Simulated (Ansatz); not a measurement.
Which YAML input does this script hand to the engine? (the Ansatz DFT code, driven from Python)

The script, `opt_ch3bgeo.py`:
```python
"""Relax the CH3BGeO molecule."""

import itertools
import warnings

import ansatz
from ase import Atoms
from ase.data import atomic_numbers, covalent_radii
import numpy as np

warnings.simplefilter("ignore", ansatz.DeckWarning)

atoms = Atoms(["O", "C", "B", "Ge", "H", "H", "H"], positions=[
    (-0.0242, -2.0617, 1.1465),
    (0.0563, -0.9839, 0.5041),
    (1.0165, -0.0014, -0.4817),
    (-0.6082, 0.6536, -0.07),
    (2.087, 0.1532, -1.029),
    (-0.7539, 1.7142, 1.0652),
    (-1.7123, 0.4581, -1.1808),
])
ch3bgeo = ansatz.Crystal.molecule_from_ase(atoms)

model = (
    ch3bgeo.calculation()
    .basis(gaussian="def2-SVP")
    .functional("PBE")
)
symbols = [site.symbol for site in ch3bgeo.cartesian_sites]
start = np.array([site.position_ang for site in ch3bgeo.cartesian_sites], dtype=float)
report = model.relax(force_tolerance=0.005).run(threads=1, pin="off").report
end = np.array(report["positions_ang"])

print("reference energy %16.6f eV" % report["reference_energy_ev"])
print("total energy     %16.6f eV" % report["free_energy_ev"])
print("occupied orbitals outside the frozen core (up, down):", report["n_occupied"], " frozen:", report["n_frozen"], " virtual:", report["n_virtual"])

# pairs closer than 1.2 times the sum of covalent radii, before or after
radius = [covalent_radii[atomic_numbers[s]] for s in symbols]
span = lambda where, i, j: np.linalg.norm(where[i] - where[j])
bonded = [(i, j) for i, j in itertools.combinations(range(len(symbols)), 2) if min(span(start, i, j), span(end, i, j)) < 1.2 * (radius[i] + radius[j])]
print("pair        before    after (A)")
for i, j in bonded:
    print(f"{symbols[i]}{i}-{symbols[j]}{j}".ljust(10), f"{span(start, i, j):8.4f} {span(end, i, j):8.4f}")
for first, second in list(itertools.combinations(bonded, 2)):
    shared = set(first) & set(second)
    if shared and symbols[(j := shared.pop())] != "H":
        i, k = sorted((set(first) | set(second)) - {j})
        u, v = end[i] - end[j], end[k] - end[j]
        angle = np.degrees(np.arccos(np.clip(u @ v / np.linalg.norm(u) / np.linalg.norm(v), -1, 1)))
        print(f"final angle {symbols[i]}{i}-{symbols[j]}{j}-{symbols[k]}{k}: {angle:.2f} deg")
```

```console
$ python opt_ch3bgeo.py
reference energy    -60303.202499 eV
total energy        -60303.202499 eV
occupied orbitals outside the frozen core (up, down): [27, 27]  frozen: 0  virtual: [62, 62]
pair        before    after (A)
O0-C1        1.2573   1.1651
C1-B2        1.6909   1.4705
C1-Ge3       1.8581   2.7934
B2-Ge3       1.7995   1.9206
B2-H4        1.2122   1.2092
Ge3-H5       1.5604   1.5478
Ge3-H6       1.5783   1.5478
final angle O0-C1-B2: 177.98 deg
final angle O0-C1-Ge3: 137.80 deg
final angle B2-C1-Ge3: 40.18 deg
final angle C1-B2-Ge3: 110.21 deg
final angle C1-B2-H4: 123.09 deg
final angle C1-Ge3-B2: 29.60 deg
final angle C1-Ge3-H5: 154.24 deg
final angle C1-Ge3-H6: 94.65 deg
final angle Ge3-B2-H4: 126.69 deg
final angle B2-Ge3-H5: 124.64 deg
final angle B2-Ge3-H6: 124.26 deg
final angle H5-Ge3-H6: 111.11 deg
```

`input.yaml`:
```yaml
crystal:
  periodic: [false, false, false]
  atoms:
    - { symbol: O, position_ang: [-0.0242, -2.0617, 1.1465] }
    - { symbol: C, position_ang: [0.0563, -0.9839, 0.5041] }
    - { symbol: B, position_ang: [1.0165, -0.0014, -0.4817] }
    - { symbol: Ge, position_ang: [-0.6082, 0.6536, -0.07] }
    - { symbol: H, position_ang: [2.087, 0.1532, -1.029] }
    - { symbol: H, position_ang: [-0.7539, 1.7142, 1.0652] }
    - { symbol: H, position_ang: [-1.7123, 0.4581, -1.1808] }
basis:
  gaussian:
    orbitals: def2-SVP
hamiltonian:
  xc: pbe
relax:
  f_tol: 0.005
```

Notes:
- Total energies depend on the basis set; only differences at equal settings carry meaning.
- The end point is the stationary point reached from this start; no frequency run checks that it is a minimum, and the basis set is modest.
- The bonding changed during the relaxation, so the end is another isomer than the start names.
- It ran for 80 s on 1 thread of Arm Neoverse N1 (shared host), peak memory 0.22 GiB.
